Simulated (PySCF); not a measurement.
**Al(OH)3: singlet, from a trigonal planar start**

The task is one start of a wider search on Al(OH)3: the singlet, built as trigonal planar. It is relaxed, tested by its Hessian and followed downhill if it is a saddle.

Program: PySCF 2.14.0. Level of theory: BP86, basis Al def2-TZVP, O def2-TZVP, H def2-TZVP, no relativity, density fitting. These are calculated values, not measurements.

### Step 1. Starting geometry

7 atoms, charge 0, spin multiplicity 1.

Bond lengths: Al1–O2 1.890 Å, Al1–O3 1.890 Å, Al1–O4 1.890 Å, O2–H5 0.960 Å, O3–H6 0.960 Å, O4–H7 0.960 Å. Angles: O2–Al1–O3 120.0°, O2–Al1–O4 120.0°, O3–Al1–O4 120.0°, Al1–O2–H5 130.0°, Al1–O3–H6 130.0°, Al1–O4–H7 130.0°.

Coordinates in bohr (charge 0 multiplicity 1):
```
Al    0.0000    0.0000    0.0000
O     3.5716    0.0000    0.0000
O    -1.7858    3.0931    0.0000
O    -1.7858   -3.0931    0.0000
H     4.7377   -1.3897    0.0000
H    -1.1654    4.7978    0.0000
H    -3.5724   -3.4081    0.0000
```

### Step 2. Relaxation: trigonal planar start, singlet

The steps below are one call of a driver around PySCF. For each, scf.py gives the equivalent set-up of the SCF; relaxations use the driver's own optimiser. Before each start the driver seeks the lowest SCF state from one or more starting densities and follows internal instabilities, so scf.py alone need not reach the same state.

The program finds C3h symmetry in the start, which this walk keeps. The walk stops when the largest gradient is under 0.0003 Eh/bohr and the energy has settled too.

Input file scf.py:

```python
from pyscf import gto, scf, dft
mol = gto.M(atom='''
Al    -0.000000    -0.000000     0.000000
O      1.890007    -0.000000     0.000000
O     -0.945003     1.636794     0.000000
O     -0.945003    -1.636794     0.000000
H      2.507093    -0.735386     0.000000
H     -0.616684     2.538899     0.000000
H     -1.890409    -1.803513     0.000000''',
    basis={'Al': 'def2-TZVP', 'O': 'def2-TZVP', 'H': 'def2-TZVP'},
    charge=0, spin=0)
mf = dft.RKS(mol, xc='B88,P86')
mf.grids.atom_grid = (50, 194)
aux = {'Al': 'def2-universal-JKFIT', 'O': 'def2-universal-JKFIT', 'H': 'def2-universal-JKFIT'}
mf = mf.density_fit(auxbasis=aux)
mf.kernel()
```

Further steps of the session: Vibrations and properties at this point.

Q: Predict the outcome of this session. Wanted: minimum; geometry; wavenumbers; dipole moment; highest occupied, lowest empty level; polar-tensor charge of Al1; zero-point energy; atomisation energy.

As calculated:

```
                                 quantity                                                                                                    value
                                  minimum                                                                                             singlet, C3h
                                 geometry                              Al–O 1.708 Å (×3), O–H 0.968 Å (×3); Al–O–H 120.6° (×3), O–Al–O 120.0° (×3)
                       wavenumbers (cm⁻¹)  215 (e'), 272 (a''), 300 (a''), 345 (e''), 628 (a'), 654 (e'), 691 (a'), 907 (e'), 3785 (e'), 3785 (a')
                            dipole moment                                                                                                   0.00 D
     highest occupied, lowest empty level                                                                                          -7.40, -1.43 eV
               polar-tensor charge of Al1                                                                                                  +1.57 e
                        zero-point energy                                                                                             104.6 kJ/mol
                      entropy at 298.15 K                                                                                          306.3 J/(mol K)
atomisation energy (no zero-point energy)                                                                                              2819 kJ/mol
```

**Reading.** The molecule stays C3h, as typed, and the end point is a minimum. The strongest infrared band lies at 654 cm⁻¹ (e'). Al1 has a polar-tensor charge of +1.6 e (a dipole derivative, not a static charge), yet symmetry cancels the bond dipoles. Other starts or spin states, not run here, may lie lower.
